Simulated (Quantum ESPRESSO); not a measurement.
HPbNO4:

```xyz
14
Lattice="4.1204 -0.0008 -0.0112 0.0040 6.4272 0.0536 0.0279 3.2071 7.7499" Properties=species:S:1:pos:R:3 pbc="T T T"
H     3.7380    2.9684    3.7875
H     1.6795    6.6644    4.0009
Pb    1.6467    4.2515    5.4933
Pb    3.6983    5.3813    2.2951
N     2.6193    1.9491    1.6102
N     0.5769    7.6848    6.1852
O     3.7590    3.8553    4.2210
O     2.2235    3.1363    1.5259
O     2.2071    1.0645    0.8217
O     3.4590    1.6183    2.5274
O     1.6973    5.7776    3.5672
O     0.1804    6.4980    6.2725
O     0.1698    8.5703    6.9754
O     1.4117    8.0143    5.2631
```

The cell was built by a generator and needn't be a form met in nature.

Below is the output of Quantum ESPRESSO 7.5 for this cell. Logs are shortened: lines on timing, memory, paths and dates and some standing lists are left out, and cuts for length are marked.

```text
This program is part of the open-source Quantum ESPRESSO suite
     for quantum simulation of materials; please cite
         "P. Giannozzi et al., J. Phys.:Condens. Matter 21 395502 (2009);
         "P. Giannozzi et al., J. Phys.:Condens. Matter 29 465901 (2017);
         "P. Giannozzi et al., J. Chem. Phys. 152 154105 (2020);
     in publications or presentations arising from this work. More details at

     K-points division:     npool     =       2
     Subspace diagonalization in iterative solution of the eigenvalue problem:
     a serial algorithm will be used

     --------------------
     sticks:   dense  smooth     PW     G-vecs:    dense   smooth      PW
     Min         632     632    174                35897    35897    5220
     Max         633     633    175                35898    35898    5222
     Sum        2529    2529    699               143591   143591   20885

     Using Slab Decomposition

     bravais-lattice index     =            0
     lattice parameter (alat)  =       7.7865  a.u.
     unit-cell volume          =    1380.2575 (a.u.)^3
     number of atoms/cell      =           14
     number of atomic types    =            4
     number of electrons       =        88.00
     number of Kohn-Sham states=           57
     kinetic-energy cutoff     =      84.0000  Ry
     charge density cutoff     =     336.0000  Ry
     scf convergence threshold =      2.8E-09
     mixing beta               =       0.5000
     number of iterations used =            8  plain     mixing
     Exchange-correlation= PBE
                           (   1   4   3   4   0   0   0)

     celldm(1)=   7.786456  celldm(2)=   0.000000  celldm(3)=   0.000000
     celldm(4)=   0.000000  celldm(5)=   0.000000  celldm(6)=   0.000000

     crystal axes: (cart. coord. in units of alat)
               a(1) = (   0.999996  -0.000197  -0.002718 )
               a(2) = (   0.000980   1.559848   0.013008 )
[... 246 lines left out ...]
    -4.2125  -4.0327  -3.4810  -3.2493  -1.5467  -0.9473   0.1789   0.4080
     0.8277   1.0621   1.0979   1.1433   1.2909   1.4026   1.4689   1.5354
     1.6656   2.4673   2.6687   2.9479   6.4537   6.5131   7.1384   7.5189
     8.5399   8.8619   9.4762  10.0835  10.2768  11.5325  12.0385  12.6973
    12.9420

          k =-0.0006 0.1623-0.2444 ( 17951 PWs)   bands (ev):

   -22.5546 -22.5523 -17.2207 -17.2074 -16.9003 -16.8739 -15.0195 -14.7720
   -12.1285 -12.1156 -12.1094 -12.0949 -12.0803 -12.0712 -12.0656 -12.0604
   -12.0128 -11.8027  -6.6324  -6.4943  -4.7445  -4.5824  -4.4910  -4.3592
    -4.2044  -4.0168  -3.5415  -3.2037  -1.5353  -1.0341   0.1909   0.4198
     0.8258   0.9800   1.0633   1.1859   1.2861   1.3591   1.5334   1.6428
     1.7198   2.4651   2.6523   2.8924   6.4357   6.5400   7.3658   7.4967
     8.0854   8.8543   9.4734  10.1272  10.6546  11.3165  12.3392  12.6832
    13.0920
[... 278 lines left out ...]
   -22.5393 -22.5360 -17.2087 -17.2048 -16.9182 -16.9064 -14.9260 -14.8506
   -12.1121 -12.1029 -12.0962 -12.0868 -12.0835 -12.0734 -12.0259 -12.0220
   -11.8986 -11.8157  -6.5346  -6.4690  -4.7574  -4.7194  -4.5118  -4.4312
    -4.2094  -4.1421  -3.3886  -3.3244  -2.1448  -1.8356   0.3041   0.5045
     0.8256   0.8905   1.1055   1.2209   1.3018   1.3903   1.6600   1.7203
     2.2176   2.2701   2.7758   2.8708   6.2302   6.3418   7.5454   7.7372
     8.5250   8.8318   9.1301   9.4926  11.1951  11.7140  12.5508  12.7391
    13.0386

     the Fermi energy is     4.7958 ev

!    total energy              =    -589.47284071 Ry
     estimated scf accuracy    <          6.3E-10 Ry
     smearing contrib. (-TS)   =      -0.00000000 Ry
     internal energy E=F+TS    =    -589.47284071 Ry

     The total energy is F=E-TS. E is the sum of the following terms:
     one-electron contribution =    -284.98336487 Ry
     hartree contribution      =     188.36349762 Ry
     xc contribution           =    -159.88967415 Ry
     ewald contribution        =    -332.96329932 Ry

     convergence has been achieved in  13 iterations

     Forces acting on atoms (cartesian axes, Ry/au):

     atom    1 type  1   force =     0.00006489    0.00549732    0.00260838
     atom    2 type  1   force =     0.00006562   -0.00548588   -0.00259271
     atom    3 type  2   force =     0.00056524   -0.00009329    0.00115957
     atom    4 type  2   force =     0.00054942    0.00010897   -0.00114786
     atom    5 type  3   force =    -0.00047869    0.00067467   -0.00043536
     atom    6 type  3   force =    -0.00058130   -0.00074392    0.00051563
     atom    7 type  4   force =    -0.00063823   -0.00689458   -0.00290381
     atom    8 type  4   force =    -0.00021945    0.00088832    0.00002289
     atom    9 type  4   force =    -0.00017818   -0.00110647   -0.00063584
     atom   10 type  4   force =     0.00094241    0.00001306    0.00111749
     atom   11 type  4   force =    -0.00073281    0.00687040    0.00287789
     atom   12 type  4   force =    -0.00004443   -0.00083784   -0.00003637
     atom   13 type  4   force =    -0.00008860    0.00110283    0.00062010
     atom   14 type  4   force =     0.00077411    0.00000641   -0.00117001

     Total force =     0.014160     Total SCF correction =     0.000057

     Computing stress (Cartesian axis) and pressure

          total   stress  (Ry/bohr**3)                   (kbar)     P=       -0.47
   0.00000231  -0.00000011  -0.00000020            0.34       -0.02       -0.03
  -0.00000011  -0.00001014  -0.00000881           -0.02       -1.49       -1.30
  -0.00000020  -0.00000881  -0.00000178           -0.03       -1.30       -0.26

=------------------------------------------------------------------------------=
   JOB DONE.
=------------------------------------------------------------------------------=
```

Problem. What input gives this log?

Solution. Single point with PBE, no spin polarisation. The files as run (others can give the same):

pw.in
```
&CONTROL
  calculation = 'scf'
  prefix = 'pwscf'
  outdir = './tmp'
  pseudo_dir = './pseudo'
  tprnfor = .true.
  tstress = .true.
  disk_io = 'nowf'
/
&SYSTEM
  ibrav = 0
  nat = 14
  ntyp = 4
  ecutwfc = 84
  nbnd = 57
  occupations = 'smearing'
  smearing = 'fd'
  degauss = 0.00367493
/
&ELECTRONS
  conv_thr = 2.8d-09
  electron_maxstep = 120
  mixing_beta = 0.5
/
ATOMIC_SPECIES
H      1.0080 H.upf
Pb   207.2000 Pb.upf
N     14.0070 N.upf
O     15.9990 O.upf
CELL_PARAMETERS angstrom
   4.1204000000   -0.0008100000   -0.0112000000
   0.0040400000    6.4272200000    0.0536000000
   0.0279100000    3.2070700000    7.7499400000
ATOMIC_POSITIONS crystal
H      0.9036600000    0.2182100000    0.4885100000
H      0.4033700000    0.7817700000    0.5114200000
Pb     0.3945500000    0.3086300000    0.7072500000
Pb     0.8948900000    0.6913500000    0.2926600000
N      0.6340900000    0.1999000000    0.2073000000
N      0.1338600000    0.8001200000    0.7927500000
O      0.9082900000    0.3286600000    0.5436900000
O      0.5379200000    0.3907600000    0.1949700000
O      0.5348300000    0.1127900000    0.1060200000
O      0.8371800000    0.0888700000    0.3267200000
O      0.4081700000    0.6713200000    0.4562400000
O      0.0377400000    0.6092400000    0.8052000000
O      0.0342900000    0.8873700000    0.8939700000
O      0.3371600000    0.9110100000    0.6733000000
K_POINTS automatic
5 4 3 0 0 0
```

Potentials or basis: PseudoDojo 0.4.1 SR PBE standard.
Run with:
```bash
$ OMP_NUM_THREADS=1 mpirun -n 8 pw.x -nk 2 -in pw.in > pw.out
```

Caveat: spin-orbit coupling is left out, which as a rule narrows the gap of such compounds by several tenths of an eV; an odd mesh through Γ misses points on the zone boundary, where band edges often lie.
